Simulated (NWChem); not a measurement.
# CH2I2 (diiodomethane): levels of theory compared

Wanted: a comparison of 6 runs (HF/STO-3G, HF/3-21G, HF/def2-SVP, BLYP/def2-SVPD, B3LYP/def2-TZVP, CCSD/def2-SVP) of CH2I2 (diiodomethane). 

The results are computed with NWChem 7.3.0.

## (1) The molecule

CH2I2: 5 atoms, total charge 0, spin state singlet. SMILES: `ICI`. The coordinates come from a PBE0-D4/def2-TZVP relaxation.

Bond lengths: I1–C2 2.122 Å, C2–I3 2.122 Å, C2–H4 1.084 Å, C2–H5 1.084 Å. Angles: I1–C2–I3 115.2°, I1–C2–H4 107.5°, I1–C2–H5 107.5°, I3–C2–H4 107.5°, I3–C2–H5 107.5°, H4–C2–H5 111.7°.

## (2) Energy and gradient at HF/STO-3G (run 1)

File work.nw:

```
echo
start work
title "CH2I2 gradient"
memory stack 880 mb heap 220 mb global 1100 mb
charge 0

geometry noautosym nocenter noautoz
  I    -0.649400   -0.998600    1.624400
  C    -0.133200    0.090700   -0.122200
  I     1.923900    0.045000   -0.642100
  H    -0.403500    1.126400    0.047700
  H    -0.688000   -0.337100   -0.949100
end

basis spherical bse
  * library STO-3G
end

scf
  thresh 1e-08
  maxiter 80
end

task scf gradient
```

Started as:

```console
$ nwchem work.nw > work.out
```

Output:

```text
[...]
  functions       =    61
[...]
  wavefunction    = RHF
[...]
         Total SCF energy = -13739.946038908176
      One-electron energy = -20174.675187127210
      Two-electron energy =   5813.071809111949
 Nuclear repulsion energy =    621.657339107085
        Time for solution =      9.5s
[...]
                         RHF ENERGY GRADIENTS
    atom               coordinates                        gradient
                 x          y          z           x          y          z
   1 I      -1.227188  -1.887080   3.069671    0.003927   0.000982  -0.002562
   2 C      -0.251712   0.171398  -0.230925   -0.010647   0.007804  -0.008441
   3 I       3.635644   0.085038  -1.213393   -0.002824  -0.001767   0.003405
   4 H      -0.762504   2.128587   0.090140    0.005308  -0.000757   0.005670
   5 H      -1.300131  -0.637027  -1.793539    0.004237  -0.006262   0.001928
[...]
```

It took 13 s on 1 thread of Intel Xeon Platinum 8488C (Sapphire Rapids), shared host; peak memory 0.099 GiB.

## (3) Energy and gradient at HF/3-21G (run 2)

File ch2i2.nw:

```
start ch2i2
memory stack 880 mb heap 220 mb global 1100 mb

geometry units angstroms noautosym nocenter noautoz
I     -0.649400    -0.998600     1.624400
C     -0.133200     0.090700    -0.122200
I      1.923900     0.045000    -0.642100
H     -0.403500     1.126400     0.047700
H     -0.688000    -0.337100    -0.949100
end

basis "ao basis" spherical bse
* library 3-21G
end

scf
thresh 1e-08
maxiter 80
print medium
end

task scf gradient
```

Started as:

```console
$ nwchem ch2i2.nw > ch2i2.out
```

Output:

```text
[...]
  functions       =    75
[...]
  wavefunction    = RHF
[...]
         Total SCF energy = -13813.415141954622
      One-electron energy = -20246.961720728108
      Two-electron energy =   5811.889239666401
 Nuclear repulsion energy =    621.657339107085
        Time for solution =     10.4s
[...]
                         RHF ENERGY GRADIENTS
    atom               coordinates                        gradient
                 x          y          z           x          y          z
   1 I      -1.227188  -1.887080   3.069671    0.007875   0.010993  -0.018387
   2 C      -0.251712   0.171398  -0.230925    0.014723  -0.010877   0.011752
   3 I       3.635644   0.085038  -1.213393   -0.021504  -0.000932   0.007508
   4 H      -0.762504   2.128587   0.090140    0.000807   0.007373   0.004304
   5 H      -1.300131  -0.637027  -1.793539   -0.001902  -0.006557  -0.005177
[...]
```

Run time: 14 s. Hardware: 1 thread of Intel Xeon Platinum 8488C (Sapphire Rapids), shared host; peak memory 0.1 GiB.

Runs 3 to 5 aren't shown in full; the table further down has their settings and results.

## (4) The energy at CCSD/def2-SVP (core potential) (run 6)

File input.nw:

```
start input
memory total 2200 mb
charge 0

geometry units angstrom noautosym nocenter noautoz
  I     -0.649400    -0.998600     1.624400
  C     -0.133200     0.090700    -0.122200
  I      1.923900     0.045000    -0.642100
  H     -0.403500     1.126400     0.047700
  H     -0.688000    -0.337100    -0.949100
end

basis spherical bse
  I library def2-SVP
  C library def2-SVP
  H library def2-SVP
end

ecp bse
  I library def2-SVP
end

scf
  thresh 1e-08
  maxiter 80
end

ccsd
  freeze core 9
  maxiter 60
end

task ccsd energy
```

Started as:

```console
$ nwchem input.nw > input.out
```

Output:

```text
[...]
  functions       =    76
[...]
  wavefunction    = RHF
[...]
         Total SCF energy =   -632.287562216622
      One-electron energy =  -1472.520254579456
      Two-electron energy =    647.089888498589
 Nuclear repulsion energy =    193.142803864244
        Time for solution =     13.6s
[...]
 Total MP2 energy:           -632.672195132494494
[...]
             energy      energy      error      ampl     ampl      Block
                                                time     time      time
[...]
 Total CCSD energy:           -632.696732350421144
[...]
```

It took 95 s on 1 thread of Intel Xeon Platinum 8488C (Sapphire Rapids), shared host; peak memory 0.27 GiB.

## (5) The series

```
run                             level  core potential  iteration cap    energy (Eh)  dipole moment (D)  HOMO energy (eV)  LUMO energy (eV)  wall time
  1                         HF/STO-3G               –             80  -13739.946039               1.62             -7.40              6.66       13 s
  2                          HF/3-21G               –             80  -13813.415142               1.38             -9.57              1.89       14 s
  3      HF/def2-SVP (core potential)        def2-SVP             80    -632.287562               1.26             -9.74              1.71       17 s
  4   BLYP/def2-SVPD (core potential)       def2-SVPD            100    -634.536721               1.05             -6.08             -2.63       32 s
  5  B3LYP/def2-TZVP (core potential)       def2-TZVP            100    -634.924720               1.16             -7.11             -2.07       81 s
  6    CCSD/def2-SVP (core potential)        def2-SVP             80    -632.696732                  –             -9.74              1.71       95 s
```

## (6) Results

| quantity | value |
| --- | --- |
| run 6: total energy | -632.69673 Eh |
| run 6: HOMO energy (Hartree–Fock orbitals) | -9.74 eV |
| run 6: LUMO energy (Hartree–Fock orbitals) | 1.71 eV |
| run 6: HOMO–LUMO gap (Hartree–Fock orbitals) | 11.45 eV |
| run 6: correlation energy (9 core orbitals frozen) | -409.2 mEh |

**Reading.** Over runs 1, 2, 3, 4, 5 the dipole moment (its size) runs from 1.05 D (BLYP/def2-SVPD) to 1.62 D (HF/STO-3G). The two ends differ in method and basis and core potential. Over runs 1, 2, 3, 4, 5 the HOMO–LUMO gap runs from 3.45 eV (BLYP/def2-SVPD) to 14.06 eV (HF/STO-3G). Totals of different functionals can't be ranked against each other. Some runs of one species differ in core potentials or relativity; totals across that change don't compare. In run 1 the basis is minimal, so the values are rough. In runs 1, 2 relativity is left out where basis or elements ask for it. All runs together took 4.2 min, the longest 95 s.
